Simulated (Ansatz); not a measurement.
# Hf2Pd2Se2Br2O3 (P1) in Ansatz: notebook

One crystal, Hf2Pd2Se2Br2O3, is run at these levels: BLYP, PBE; tasks: band structure.

Program: Ansatz 0.2.0. These are calculated values, not measurements. Logs are shortened: lines on timing, memory, paths and dates and some standing lists are left out, and cuts for length are marked.

## Step 1: The structure

The typed cell holds 11 atoms: a = 5.761 Å, b = 5.870 Å, c = 6.872 Å, α = 96.27°, β = 102.51°, γ = 95.11°.

The cell was built by a generator and needn't be a form met in nature.

## Step 2: Band structure, BLYP

input.yaml

```yaml
crystal:
  lattice:
    - [5.7607, 0.0, 0.0]
    - [-0.52247, 5.8472, 0.0]
    - [-1.48845, -0.88663, 6.65037]
  atoms:
    - { symbol: Hf, position: [0.7454, 0.39602, 0.34989] }
    - { symbol: Hf, position: [0.28763, 0.45322, 0.59401] }
    - { symbol: Pd, position: [0.90854, 0.13294, 0.84849] }
    - { symbol: Pd, position: [0.25249, 0.90323, 0.35874] }
    - { symbol: Se, position: [0.63469, 0.40355, 0.93716] }
    - { symbol: Se, position: [0.62597, 0.78174, 0.53023] }
    - { symbol: Br, position: [0.85273, 0.99089, 0.15355] }
    - { symbol: Br, position: [0.22526, 0.82084, 0.86223] }
    - { symbol: O, position: [0.9604, 0.28925, 0.59026] }
    - { symbol: O, position: [0.43233, 0.24524, 0.40864] }
    - { symbol: O, position: [0.07457, 0.58308, 0.36682] }
hamiltonian:
  xc: blyp
  pseudopotentials: { kind: paw }
kpoints:
  mp_grid: { grid: [5, 5, 4] }
  band_path:
    path:
      - [[0.5, 0.0, 0.0], [0.0, 0.0, 0.0], [0.0, -0.5, 0.0]]
      - [[0.5, -0.5, 0.0], [0.0, 0.0, 0.0], [0.0, 0.5, -0.5]]
      - [[0.5, 0.5, -0.5], [0.0, 0.0, 0.0], [0.0, 0.0, -0.5]]
      - [[0.5, 0.0, -0.5], [0.0, 0.0, 0.0]]
    npoints: 10
scf:
  occupations: { method: fermi_dirac, width: 0.05 }
  n_extra_bands: 27
output:
  forces: true
  stress: true
  eigenvalues: true
  fatbands: false
```

Potentials or basis: Ansatz PAW.

On the command line:

```console
> ansatz run input.yaml --threads 8 --pin off --max-ram 20480MiB --backend cpu --events-out ev --progress --plain --runs-dir out
```

The log of the run:

```text
Warning: RAYON_NUM_THREADS=8 ignored (pool sized by the plan → 8); use --threads N
scf.n_extra_bands = 27 over 76 filled bands (N_el = 152.0): the run solves 103 bands
Engine: ansatz 0.2.0, aarch64-unknown-linux-gnu
Pseudopotentials: kind: paw
Pseudopotential: Hf, paw, valence charge 26, recommended cutoff 420 eV (normal), Hf.paw.azcp
Pseudopotential: Pd, paw, valence charge 18, recommended cutoff 420 eV (normal), Pd.paw.azcp
Pseudopotential: Se, paw, valence charge 16, recommended cutoff 420 eV (normal), Se.paw.azcp
Pseudopotential: Br, paw, valence charge 7, recommended cutoff 420 eV (normal), Br.paw.azcp
Pseudopotential: O, paw, valence charge 6, recommended cutoff 420 eV (normal), O.paw.azcp
Functional definition: BLYP
  parameter beta = 0.0042
  parameter a = 0.04918
  parameter b = 0.132
  parameter c = 0.2533
  parameter d = 0.349
  exchange = b88_x(beta = beta)
  correlation = lyp_c(a = a, b = b, c = c, d = d)
Crystal: 11 atoms, lattice volume = 224.011 Å³
Basis set: ecut = 420 eV, 4395 PW (Γ), exchange–correlation on 80×80×96 points (8 copies of the dense FFT grid, shifted against one another)
Bands: 103, of which v1, the nominal top of the filled ones, is band 76 counted from 1 (75 counted from 0)
Symmetry: 1 space group operations
Space group: P1 (ITA 1), of the structure as read, at distance tolerance 6.1e-5 Å
k-points: 51 of 100 (time reversal used)
Non-local potential: Hf, projectors of the file, l = 0: 3, l = 1: 2, l = 2: 2, l = 3: 3
Non-local potential: Pd, projectors of the file, l = 0: 2, l = 1: 2, l = 2: 2, l = 3: 1
Non-local potential: Se, projectors of the file, l = 0: 2, l = 1: 2, l = 2: 3, l = 3: 1
Non-local potential: Br, projectors of the file, l = 0: 2, l = 1: 2, l = 2: 2
Non-local potential: O, projectors of the file, l = 0: 2, l = 1: 2, l = 2: 1
PAW form: soft (Blöchl's): semilocal exchange-correlation on the pseudo side does not see the compensation charge
PAW frozen core: Hf, regenerated for the run's functional, and the local potential with it (the file was generated under x = pbe(κ = 0.804, μ = 0.2195149727645171), c = pbe(β = 0.06672455060314922))
PAW frozen core: Pd, regenerated for the run's functional, and the local potential with it (the file was generated under x = pbe(κ = 0.804, μ = 0.2195149727645171), c = pbe(β = 0.06672455060314922))
PAW frozen core: Se, regenerated for the run's functional, and the local potential with it (the file was generated under x = pbe(κ = 0.804, μ = 0.2195149727645171), c = pbe(β = 0.06672455060314922))
PAW frozen core: Br, regenerated for the run's functional, and the local potential with it (the file was generated under x = pbe(κ = 0.804, μ = 0.2195149727645171), c = pbe(β = 0.06672455060314922))
PAW frozen core: O, regenerated for the run's functional, and the local potential with it (the file was generated under x = pbe(κ = 0.804, μ = 0.2195149727645171), c = pbe(β = 0.06672455060314922))
PAW one-centre angular grid: Hf, 590 points (default); XC on 64 Gauss nodes
PAW one-centre angular grid: Pd, 590 points (default); XC on 64 Gauss nodes
PAW one-centre angular grid: Se, 590 points (default); XC on 64 Gauss nodes
PAW one-centre angular grid: Br, 110 points (default); XC on 64 Gauss nodes
PAW one-centre angular grid: O, 110 points (default); XC on 64 Gauss nodes
Initial density: superposition of atomic densities (neutral atoms: chi_scale 0, normalization atom), corrected by the library's trained network
Initial wavefunctions: pseudopotential atomic-orbital guess
Functional: x = b88, c = lyp
SCF iter   1: F=—  HF=-63732.231024 eV  |F-HF|=—  |Δ(HF+E_count)|=         —  Δρ=1.45e-2  dr2=4.22e-1  ethr=1.77e-3  ⟨swp⟩=6.0  Hψ=20569  notcnv=0  defer=87
preconditioner: auto → Resta (q_TF=auto, 2.558 Å⁻¹)  ε∞=4.3  [insulator: Δε(μ)=0.313 eV  Ē_g=13.659 eV  σ=0.050 eV  W_gap=0.91  n_scr=68 (ndim 8)  ℏωp=24.8 eV  f_vac=0.099  D(μ)=0.15/eV (n_scr^D=0)  ε∞_Penn≈4.3]
SCF iter   2: F=—  HF=-63732.145466 eV  |F-HF|=—  |Δ(HF+E_count)|=   8.56e-2  Δρ=5.96e-3  dr2=8.20e-2  ethr=2.77e-4  ⟨swp⟩=2.0  Hψ=9084  notcnv=0  defer=912
SCF iter   3: F=—  HF=-63732.130780 eV  |F-HF|=—  |Δ(HF+E_count)|=   1.47e-2  Δρ=2.53e-3  dr2=1.48e-2  ethr=5.40e-5  ⟨swp⟩=2.1  Hψ=7354  notcnv=0  defer=912
SCF iter   4: F=—  HF=-63732.128484 eV  |F-HF|=—  |Δ(HF+E_count)|=   2.30e-3  Δρ=1.32e-3  dr2=4.48e-3  ethr=9.77e-6  ⟨swp⟩=2.0  Hψ=5820  notcnv=0  defer=912
SCF iter   5: F=—  HF=-63732.127929 eV  |F-HF|=—  |Δ(HF+E_count)|=   5.55e-4  Δρ=4.94e-4  dr2=7.65e-4  ethr=2.95e-6  ⟨swp⟩=2.0  Hψ=5806  notcnv=0  defer=912
SCF iter   6: F=—  HF=-63732.127899 eV  |F-HF|=—  |Δ(HF+E_count)|=   2.97e-5  Δρ=1.72e-4  dr2=7.70e-5  ethr=5.03e-7  ⟨swp⟩=2.0  Hψ=5875  notcnv=0  defer=912
SCF iter   7: F=—  HF=-63732.127744 eV  |F-HF|=—  |Δ(HF+E_count)|=   1.56e-4  Δρ=8.39e-5  dr2=2.11e-5  ethr=5.06e-8  ⟨swp⟩=2.0  Hψ=6804  notcnv=0  defer=912
SCF iter   8: F=—  HF=-63732.127749 eV  |F-HF|=—  |Δ(HF+E_count)|=   5.18e-6  Δρ=3.81e-5  dr2=3.70e-6  ethr=1.39e-8  ⟨swp⟩=2.0  Hψ=6863  notcnv=0  defer=912
SCF iter   9: F=—  HF=-63732.127749 eV  |F-HF|=—  |Δ(HF+E_count)|=   2.90e-7  Δρ=1.17e-5  dr2=3.36e-7  ethr=2.44e-9  ⟨swp⟩=2.0  Hψ=7452  notcnv=0  defer=912
SCF iter  10: F=-63732.127749 eV  HF=-63732.127749 eV  |F-HF|=4.41e-8  |Δ(HF+E_count)|=   1.78e-7  Δρ=5.65e-6  dr2=8.59e-8  ethr=6.58e-11  ⟨swp⟩=11.4  Hψ=26483  notcnv=0
SCF 1 converged in 10 iterations: F = -63732.127749 eV  dr2 = 8.59e-8
NSCF: frozen V_eff on 74 k-points
SCF converged after 10 iterations
Free energy (F): -63732.127749 eV
Harris-Foulkes:  -63732.127749 eV  (|F-HF|=4.41e-8)
Internal energy: -63732.124014 eV  (E = F + TS)
E sigma→0 (E₀):  -63732.125882 eV
Entropy (-TS):   -0.003735 eV (-0.340 meV/atom)
Fermi energy:    9.941570 eV
--- Per-component energies (eV) ---
  E_band       = -1746.567962
  E_kinetic    = 2898.103421
  E_local      = -28164.942349  (includes V_loc(G=0)·N_el)
  E_nonlocal   = -2963.907488
  E_hartree    = 12792.082402
  E_xc         = -1876.223961
  E_vxc        = -1608.035706  (∫ρ·V_xc dr)
  E_paw        = -30294.257427  (= ΣΔE_a)
  E_vpaw       = 2508.045812  (= ΣTr[D̂ρ^β])
  E_aug_tail   = 0.006661  (compensation charges beyond the density's cutoff)
  E_ewald      = -16124.004841
  E_core_change = 1.019569  (= ΣΔE_core)
  E_smearing   = -0.003735  (= −TS)
  E_closure    = 0.000000  (closes the sum)
  Σ components = -63732.127749   (vs F -63732.127749, Δ=0.00e0)
--- Forces (eV/Å), atoms counted from 1 ---
  atom   1  Hf    -0.09528269     0.04750653    -0.17204610
  atom   2  Hf     0.07505927    -0.03343704     0.22028048
  atom   3  Pd     0.13179904     0.03449026    -0.09125992
  atom   4  Pd     0.00978250     0.09442551    -0.12051174
  atom   5  Se    -0.18983577     0.16395670     0.02447004
  atom   6  Se     0.14670249    -0.04341630     0.04303216
  atom   7  Br    -0.18496554    -0.15452570     0.10111537
  atom   8  Br     0.08286983    -0.05743460     0.07798307
  atom   9  O      0.00963301    -0.04323272     0.03599725
  atom  10  O      0.02037737     0.02845862    -0.03342062
  atom  11  O     -0.00602517    -0.03676304    -0.08572068
  max |Σ_I F_I| component: 1.14e-4 eV/Å
--- Stress (GPa, compression-positive) ---
        4.369069      -0.268931       0.046205
       -0.268928       4.341434      -0.428750
        0.046204      -0.428751       3.938842
  P = ⅓ Tr σ = 4.2164 GPa (42.164 kbar)
--- Band table (eV; the first three rows and the last of 51) ---
  k-point 0: bands = ["-74.2510", "-74.1026", "-52.7813", "-52.6658", "-40.2860", "-40.2653", "-40.1368", "-40.0745", "-39.3855", "-39.2926", "-37.1922", "-37.1666", "-37.1417", "-37.0534", "-37.0491", "-37.0264", "-37.0009", "-36.9477", "-36.8410", "-36.8389", "-21.6993", "-21.4994", "-21.4935", "-21.4095", "-21.3806", "-21.2607", "-8.8166", "-8.3630", "-8.0820", "-6.0766", "-4.6078", "-2.7669", "-2.6489", "-2.6349", "-2.6313", "-2.6262", "-2.5970", "-2.5846", "-2.5597", "-2.5266", "-2.5184", "-2.5015", "-2.4880", "-2.4841", "-2.4701", "-2.3900", "-2.1802", "3.4281", "3.9844", "4.0800", "4.5867", "4.9099", "4.9725", "5.0560", "5.3222", "5.3667", "5.4570", "5.9796", "6.0901", "6.3304", "6.6010", "6.8134", "7.0950", "7.3520", "7.6288", "7.8524", "7.9829", "8.1819", "8.2551", "8.4113", "8.6253", "8.6873", "8.9424", "9.0880", "9.4789", "9.5778", "10.2925", "10.3887", "12.4214", "12.9446", "13.0019", "13.1024", "13.1962", "13.3703", "13.6548", "14.2346", "15.0635", "15.1506", "15.6390", "16.3311", "16.7887", "16.9099", "17.5496", "17.8623", "18.2600", "18.3254", "18.6832", "19.1816", "19.4151", "19.7475", "20.0182", "20.2284", "20.5824"]
  k-point 1: bands = ["-74.2510", "-74.1026", "-52.7813", "-52.6658", "-40.2860", "-40.2653", "-40.1368", "-40.0745", "-39.3855", "-39.2926", "-37.1922", "-37.1666", "-37.1417", "-37.0534", "-37.0491", "-37.0264", "-37.0009", "-36.9477", "-36.8410", "-36.8389", "-21.6992", "-21.4994", "-21.4934", "-21.4097", "-21.3807", "-21.2609", "-8.8130", "-8.3623", "-8.0819", "-6.0809", "-4.6103", "-2.7625", "-2.6490", "-2.6368", "-2.6342", "-2.6271", "-2.5979", "-2.5845", "-2.5623", "-2.5264", "-2.5181", "-2.5012", "-2.4881", "-2.4836", "-2.4701", "-2.3973", "-2.1753", "3.3861", "3.8836", "4.2683", "4.4891", "4.8823", "4.9581", "5.2213", "5.3290", "5.3787", "5.5927", "5.9063", "6.0364", "6.2995", "6.7848", "6.8990", "7.0148", "7.2837", "7.4976", "7.7826", "7.9420", "8.1321", "8.2591", "8.4436", "8.6705", "8.7141", "8.8485", "9.1205", "9.3732", "9.5815", "10.1291", "10.5886", "12.4413", "12.8524", "13.0739", "13.1785", "13.3510", "13.4010", "13.8840", "14.3613", "15.0294", "15.2432", "15.5350", "16.0702", "16.5557", "16.7595", "17.4597", "17.7496", "17.8977", "18.6037", "18.6549", "19.2343", "19.3184", "19.9995", "20.2119", "20.4458", "20.6454"]
  k-point 2: bands = ["-74.2510", "-74.1026", "-52.7813", "-52.6658", "-40.2860", "-40.2653", "-40.1367", "-40.0745", "-39.3855", "-39.2926", "-37.1922", "-37.1666", "-37.1417", "-37.0534", "-37.0491", "-37.0264", "-37.0009", "-36.9477", "-36.8410", "-36.8389", "-21.6990", "-21.4994", "-21.4933", "-21.4098", "-21.3807", "-21.2610", "-8.8095", "-8.3616", "-8.0817", "-6.0853", "-4.6127", "-2.7575", "-2.6492", "-2.6430", "-2.6345", "-2.6273", "-2.5987", "-2.5844", "-2.5647", "-2.5262", "-2.5178", "-2.5009", "-2.4883", "-2.4831", "-2.4701", "-2.4042", "-2.1703", "3.3376", "3.8424", "4.3279", "4.5612", "4.7988", "4.9563", "5.2812", "5.3538", "5.4824", "5.7045", "5.9172", "6.0511", "6.1589", "6.7208", "6.9542", "7.0152", "7.2684", "7.5157", "7.7013", "7.9292", "8.0647", "8.2560", "8.4335", "8.5613", "8.6903", "8.8538", "9.2742", "9.3099", "9.5435", "10.0345", "10.7079", "12.5655", "12.6596", "13.0485", "13.2349", "13.3433", "13.4747", "14.3104", "14.6484", "14.9117", "15.3614", "15.6054", "15.7374", "16.5177", "16.5870", "17.0071", "17.4979", "17.6074", "18.6671", "18.7914", "19.4329", "19.7454", "19.8199", "20.2919", "20.4866", "20.6925"]
  k-point 50: bands = ["-74.2510", "-74.1026", "-52.7809", "-52.6662", "-40.2860", "-40.2652", "-40.1368", "-40.0745", "-39.3855", "-39.2926", "-37.1922", "-37.1666", "-37.1417", "-37.0534", "-37.0491", "-37.0264", "-37.0009", "-36.9477", "-36.8410", "-36.8389", "-21.6704", "-21.5398", "-21.4836", "-21.4152", "-21.3457", "-21.2907", "-8.6491", "-8.4102", "-8.1941", "-6.0600", "-4.6118", "-2.7732", "-2.6501", "-2.6368", "-2.6340", "-2.6269", "-2.6020", "-2.5868", "-2.5716", "-2.5276", "-2.5226", "-2.5007", "-2.4860", "-2.4839", "-2.4736", "-2.4250", "-2.1949", "3.4727", "3.9933", "4.1875", "4.5712", "4.8134", "4.9498", "5.0566", "5.1849", "5.4735", "5.7641", "5.9561", "6.1083", "6.4140", "6.6554", "6.9605", "7.0822", "7.3012", "7.4818", "7.5391", "7.7850", "8.0639", "8.2112", "8.3144", "8.4926", "8.6477", "8.8940", "9.0201", "9.3895", "9.5733", "10.6509", "10.8954", "12.2554", "12.6080", "12.8926", "13.1758", "13.4673", "13.8569", "14.1440", "14.8057", "15.2324", "15.4239", "15.8481", "16.2676", "16.7022", "16.8771", "17.2893", "17.7579", "17.9367", "18.1080", "18.5806", "18.8175", "19.2820", "19.4651", "19.7791", "20.0725", "20.3155"]
```

Wall time 40 s (8 threads of Arm Neoverse V2, shared host); peak memory 1.5 GiB.

Results:

```
Free energy             : -63732.1277 eV
Pressure                : 4.2 GPa
Largest force           : 0.261 eV/Å
Band gap on the k mesh  : 0.24 eV, indirect (least direct gap 0.49 eV)
Band gap along the path : 0.24 eV, indirect (least direct gap 0.36 eV)
```

Forces on the atoms (eV/Å):
```
Hf  -0.095  0.048 -0.172
Hf   0.075 -0.033  0.220
Pd   0.132  0.034 -0.091
Pd   0.010  0.094 -0.121
Se  -0.190  0.164  0.024
Se   0.147 -0.043  0.043
Br  -0.185 -0.155  0.101
Br   0.083 -0.057  0.078
O    0.010 -0.043  0.036
O    0.020  0.028 -0.033
O   -0.006 -0.037 -0.086
```

Stress tensor (GPa, compression positive):
```
 4.37 -0.27  0.05
-0.27  4.34 -0.43
 0.05 -0.43  3.94
```

Levels at the corners of the path, in eV from the valence-band top:
| point | band 74 | band 75 | band 76 | band 77 | band 78 | band 79 |
| --- | --- | --- | --- | --- | --- | --- |
| X | -0.93 | -0.50 | 0.00 | 0.92 | 1.27 | 2.63 |
| Γ | -0.69 | -0.30 | -0.20 | 0.52 | 0.61 | 2.65 |
| Y | -0.78 | -0.41 | -0.26 | 0.83 | 1.29 | 2.53 |
| L | -0.74 | -0.51 | -0.12 | 0.24 | 1.00 | 2.48 |
| Γ | -0.69 | -0.30 | -0.20 | 0.52 | 0.61 | 2.65 |
| Z | -0.54 | -0.31 | -0.21 | 0.95 | 1.18 | 2.34 |
| N | -0.63 | -0.41 | -0.22 | 0.55 | 0.90 | 2.51 |
| Γ | -0.69 | -0.30 | -0.20 | 0.52 | 0.61 | 2.65 |
| M | -0.50 | -0.47 | -0.23 | 0.26 | 0.93 | 2.79 |
| R | -0.55 | -0.39 | -0.17 | 0.76 | 1.28 | 2.46 |
| Γ | -0.69 | -0.30 | -0.20 | 0.52 | 0.61 | 2.65 |

Caveat: spin-orbit coupling is left out, which moves the levels of the heavy elements; the PAW data sets come from PBE, with cores solved anew for the run's functional, which leaves a small shift of forces and pressure. BLYP gaps usually lie below the measured ones, often by a third to a half.

## Step 3: Band structure, PBE

Changes to input.yaml since step 2:

```diff
@@ -18,3 +18,3 @@
 hamiltonian:
-  xc: blyp
+  xc: pbe
   pseudopotentials: { kind: paw }
@@ -37 +37,5 @@
   fatbands: false
+  write_density: true
+  write_potential: true
+  elf: true
+  volumetric_format: npy
```

Potentials or basis: Ansatz PAW.

On the command line:

```console
> ansatz run input.yaml --threads 8 --pin off --max-ram 20480MiB --backend cpu --events-out ev --progress --plain --runs-dir out
```

Run time: 39 s. Hardware: 8 threads of Arm Neoverse V2, shared host; peak memory 2.2 GiB.

The run converged. Its results:

```
Free energy             : -63603.2428 eV
Pressure                : 0.0 GPa
Largest force           : 0.008 eV/Å
Band gap on the k mesh  : 0.22 eV, indirect (least direct gap 0.47 eV)
Band gap along the path : 0.21 eV, indirect (least direct gap 0.35 eV)
```

Forces in eV/Å, atoms in the order of the input:
```
Hf   0.002 -0.003  0.003
Hf  -0.005 -0.004 -0.004
Pd  -0.001 -0.002 -0.007
Pd  -0.002  0.002  0.000
Se  -0.004  0.002 -0.007
Se   0.000  0.005  0.002
Br   0.003 -0.002  0.006
Br   0.003 -0.002 -0.001
O    0.001  0.003  0.000
O    0.001  0.004  0.002
O    0.002 -0.003  0.005
```

Levels at the corners of the path, in eV from the valence-band top:
```csv
point,band 73,band 74,band 75,band 76,band 77,band 78,band 79,band 80
X,-1.05,-0.92,-0.51,0.00,0.91,1.26,2.67,2.87
Γ,-0.82,-0.69,-0.30,-0.20,0.50,0.59,2.68,3.17
Y,-1.05,-0.77,-0.41,-0.26,0.82,1.29,2.56,3.05
L,-1.03,-0.73,-0.51,-0.13,0.21,0.99,2.49,2.71
Γ,-0.82,-0.69,-0.30,-0.20,0.50,0.59,2.68,3.17
Z,-0.95,-0.52,-0.31,-0.22,0.94,1.17,2.35,2.86
N,-0.92,-0.63,-0.40,-0.23,0.55,0.89,2.52,2.91
Γ,-0.82,-0.69,-0.30,-0.20,0.50,0.59,2.68,3.17
M,-0.92,-0.49,-0.46,-0.24,0.23,0.92,2.83,2.91
R,-0.92,-0.54,-0.40,-0.17,0.75,1.27,2.49,2.79
Γ,-0.82,-0.69,-0.30,-0.20,0.50,0.59,2.68,3.17
```

Caveat: spin-orbit coupling is left out, which moves the levels of the heavy elements. Expect the measured gap to be larger: semilocal functionals such as PBE lack the derivative discontinuity.
